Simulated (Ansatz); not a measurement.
# C3O: the cost of one run

Computed with Ansatz 0.2.0 (DFT PBE+D3(BJ), scalar-relativistic, plane waves, PAW, unless a step's input says otherwise).

## (1) The starting structure

The structure is orthorhombic, space group Cmmm (No. 65). Conventional cell: a = 2.901 Å, b = 4.030 Å, c = 7.962 Å, α = 90.00°, β = 90.00°, γ = 90.00°. Around C (site symmetry mm2) lie 6 C at 2.41 to 2.48 Å and 2 O at 2.51 Å. C (site symmetry mmm) has 8 C at 2.41 to 2.48 Å as nearest neighbours. O (site symmetry mmm) is surrounded by 4 O at 2.48 Å and 4 C at 2.51 Å.

Structure file:

```xyz
4
Lattice="1.4506 -2.0148 0.0000 1.4506 2.0148 0.0000 0.0000 0.0000 7.9619" Properties=species:S:1:pos:R:3 pbc="T T T"
C     1.4506    0.0000    5.9094
C     0.0000    0.0000    3.9809
C     1.4506    0.0000    2.0525
O     0.0000    0.0000    0.0000
```

The cell is invented: species swapped into a database cell of AlV3 (Cmmm, No. 65), with O on the Al sites and C on the V sites. Lengths come from tabulated atomic sizes and are only a guess.

## (2) A first look at the guess

The input, input.yaml:

```yaml
crystal:
  lattice:
    - [1.45056933, -2.01483539, 0.0]
    - [1.45056933, 2.01483539, 0.0]
    - [0.0, 0.0, 7.96187484]
  atoms:
    - { symbol: C, position: [0.5, 0.5, 0.74221301] }
    - { symbol: C, position: [0.0, 0.0, 0.5] }
    - { symbol: C, position: [0.5, 0.5, 0.25778699] }
    - { symbol: O, position: [0.0, 0.0, 0.0] }
basis:
  ecutwfc: 420
kpoints:
  mp_grid: { grid: [8, 8, 2] }
hamiltonian:
  xc: pbe
  dispersion: d3bj
scf:
  occupations: { method: gaussian, width: 0.1 }
  lower_state_search: "off"
output:
  forces: true
  stress: true
  eigenvalues: true
```

Command:

```
> ansatz run input.yaml --threads 1 --pin off --max-ram 2560MiB --backend cpu --events-out ev --progress --plain --runs-dir out
```

What time and memory should one allow on 1 thread of Arm Neoverse V2, shared host?

About 1.1 s, with a peak of 0.29 GiB.
